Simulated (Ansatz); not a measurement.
# Cl4H2HfN: the cost of one run

Program: Ansatz 0.2.0. Level of theory: UKS PBE/def2-SVP. These are calculated values, not measurements.

## (1) The system as given

Bond lengths: Hf1–Cl2 2.770 Å, Hf1–Cl3 2.520 Å, Hf1–Cl4 2.518 Å, Hf1–Cl5 2.518 Å, Cl2–N6 2.030 Å, N6–H7 1.060 Å, N6–H8 1.060 Å. Angles: Hf1–Cl2–N6 180.0°, Cl2–Hf1–Cl3 109.5°, Cl2–Hf1–Cl4 109.5°, Cl2–Hf1–Cl5 109.5°, Cl3–Hf1–Cl4 109.5°, Cl3–Hf1–Cl5 109.5°, Cl4–Hf1–Cl5 109.5°, Cl2–N6–H7 120.0°, Cl2–N6–H8 120.0°, H7–N6–H8 120.0°.

Structure file:

```xyz
8

Hf    0.0000    0.0000    0.0000
Cl    0.0000    0.0000    2.7700
Cl    2.3764    0.0000   -0.8392
Cl   -1.1869    2.0563   -0.8392
Cl   -1.1869   -2.0563   -0.8392
N     0.0000    0.0000    4.8000
H    -0.4960   -0.7725    5.3300
H     0.4960    0.7725    5.3300
```

## (2) A restrained relaxation towards end A

Springs on the bonds that form and break draw the guess towards this end; the thresholds are loose.

File input.yaml:

```yaml
crystal:
  periodic: [false, false, false]
  atoms:
    - { symbol: Hf, position_ang: [0.0, 0.0, 0.0] }
    - { symbol: Cl, position_ang: [0.0, 0.0, 2.77] }
    - { symbol: Cl, position_ang: [2.3764, 0.0, -0.8392] }
    - { symbol: Cl, position_ang: [-1.1869, 2.0563, -0.8392] }
    - { symbol: Cl, position_ang: [-1.1869, -2.0563, -0.8392] }
    - { symbol: "N", position_ang: [0.0, 0.0, 4.8] }
    - { symbol: H, position_ang: [-0.496, -0.7725, 5.33] }
    - { symbol: H, position_ang: [0.496, 0.7725, 5.33] }
magnetization:
  spin_polarized: true
  initial_magnetization: 1
basis:
  gaussian: { orbitals: def2-SVP }
hamiltonian:
  xc: pbe
relax:
  f_tol: 0.15
  max_steps: 25
  restrain:
    - { distance: [1, 5], at: 2.93, k: 30.0 }
    - { distance: [0, 1], at: 2.52, k: 30.0 }
output:
  orbitals: {}
```

On the command line:

```console
$ ansatz run input.yaml --threads 4 --pin off --max-ram 5120MiB --backend cpu --events-out ev --progress --plain --runs-dir out
```

Q: Estimate wall time and peak memory on 4 threads of Intel Xeon 6975P-C (Granite Rapids), shared host.

About 28 s, with a peak of 0.4 GiB.
